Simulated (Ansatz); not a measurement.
**C₂H₇AlO: one species, many methods**

An exercise on one series of results from a longer session: the logs are not shown, and one member is left open.

The runs use Ansatz 0.2.0, Gaussian basis; functionals in def2-TZVPP, the program's frozen cores in correlated methods.

The runs, in order: LDA (SPW92), PBE-D4, revPBE-D4, BLYP-D4, r2SCAN-D4, B97M-V, PBE0-D4, B3LYP-D4, r2SCANh-D4, r2SCAN0-D4, HSE06-D4, BHLYP-D4, CAM-B3LYP-D4, LC-ωPBE, ωB97X-V, ωB97M-V, B2PLYP, PBE-QIDH; CCSD(T)/def2-SVP; CCSD(T)/def2-TZVPP; MP2/def2-QZVPP; extrapolation to the limit; RPA on PBE.

## The geometry

The geometry comes from an earlier relaxation with PBE0-D4 in a triple-zeta def2 set; it is a stationary point, not always the lowest conformer.

SMILES `CO[CH2][AlH2]`, 11 atoms, charge 0, spin multiplicity 1.

Atoms are counted from 1 here; the program's logs count them from 0.

Bond lengths: C1–O2 1.401 Å, C1–H5 1.099 Å, C1–H6 1.091 Å, C1–H7 1.099 Å, O2–C3 1.411 Å, C3–Al4 1.971 Å, C3–H8 1.106 Å, C3–H9 1.106 Å, Al4–H10 1.585 Å, Al4–H11 1.591 Å. Angles: O2–C1–H5 111.4°, O2–C1–H6 107.8°, O2–C1–H7 111.4°, H5–C1–H6 109.0°, H5–C1–H7 108.2°, H6–C1–H7 109.0°, C1–O2–C3 112.8°, O2–C3–Al4 111.2°, O2–C3–H8 110.7°, O2–C3–H9 110.7°, Al4–C3–H8 109.7°, Al4–C3–H9 109.8°, H8–C3–H9 104.4°, C3–Al4–H10 122.0°, C3–Al4–H11 117.2°, H10–Al4–H11 120.8°.

Set-up of the first run:

in.yaml reads:

```yaml
crystal:
  periodic: [false, false, false]
  atoms:
    - {symbol: C, position_ang: [-0.249938, 1.841615, 0.240270]}
    - {symbol: O, position_ang: [0.092658, 0.692626, -0.484025]}
    - {symbol: C, position_ang: [-0.034699, -0.489856, 0.275528]}
    - {symbol: Al, position_ang: [0.458765, -2.076388, -0.784608]}
    - {symbol: H, position_ang: [0.395707, 1.966820, 1.121318]}
    - {symbol: H, position_ang: [-0.123652, 2.702056, -0.418662]}
    - {symbol: H, position_ang: [-1.293867, 1.802454, 0.582977]}
    - {symbol: H, position_ang: [0.591169, -0.439665, 1.186456]}
    - {symbol: H, position_ang: [-1.067232, -0.601281, 0.656855]}
    - {symbol: H, position_ang: [0.933432, -1.964555, -2.292274]}
    - {symbol: H, position_ang: [0.362858, -3.490726, -0.063235]}
basis:
  gaussian: {orbitals: def2-TZVPP}
hamiltonian: {xc: lda}
output: {orbitals: {seedname: orbitals}}
```

Launch:

```bash
ansatz run in.yaml --threads 2 --pin off --events-out ev --progress --plain --max-ram 4352MiB
```

Among the steps run: LDA; PBE-D4 (GGA); revPBE-D4 (GGA); BLYP-D4 (GGA); r2SCAN-D4 (meta-GGA); B97M-V (meta-GGA); PBE0-D4 (hybrid); B3LYP-D4 (hybrid); r2SCANh-D4 (hybrid); r2SCAN0-D4 (hybrid); HSE06-D4 (hybrid); BHLYP-D4 (hybrid); CAM-B3LYP-D4 (range-separated); LC-ωPBE (range-separated); ωB97X-V (range-separated); ωB97M-V (range-separated); B2PLYP (double hybrid); PBE-QIDH (double hybrid).

One table of the session follows, with a row left open; its other results are not shown here.

It belongs to the step «Orbital energies across the functionals». 

```
  functional  HOMO (eV)  LUMO (eV)  gap (eV)
 LDA (SPW92)      -5.98      -2.37      3.61
      PBE-D4      -5.87      -2.14      3.73
   revPBE-D4          ?          ?         ?
     BLYP-D4      -5.79      -2.05      3.74
   r2SCAN-D4      -6.17      -1.78      4.40
      B97M-V      -6.38      -2.05      4.33
     PBE0-D4      -7.44      -1.35      6.09
    B3LYP-D4      -7.20      -1.58      5.62
  r2SCANh-D4      -6.77      -1.52      5.25
  r2SCAN0-D4      -7.66      -1.14      6.52
    HSE06-D4      -7.03      -1.72      5.31
    BHLYP-D4      -8.94      -0.61      8.34
CAM-B3LYP-D4      -8.88      -0.46      8.42
     LC-ωPBE     -10.18       0.67     10.85
     ωB97X-V      -9.89       0.53     10.43
     ωB97M-V      -9.84       0.22     10.06
```

Estimate the missing values for revPBE-D4.

**Answer.** HOMO (eV): -5.82; LUMO (eV): -2.03; gap (eV): 3.79. In the column «HOMO (eV)» it lies between PBE-D4 (-5.87) and BLYP-D4 (-5.79).
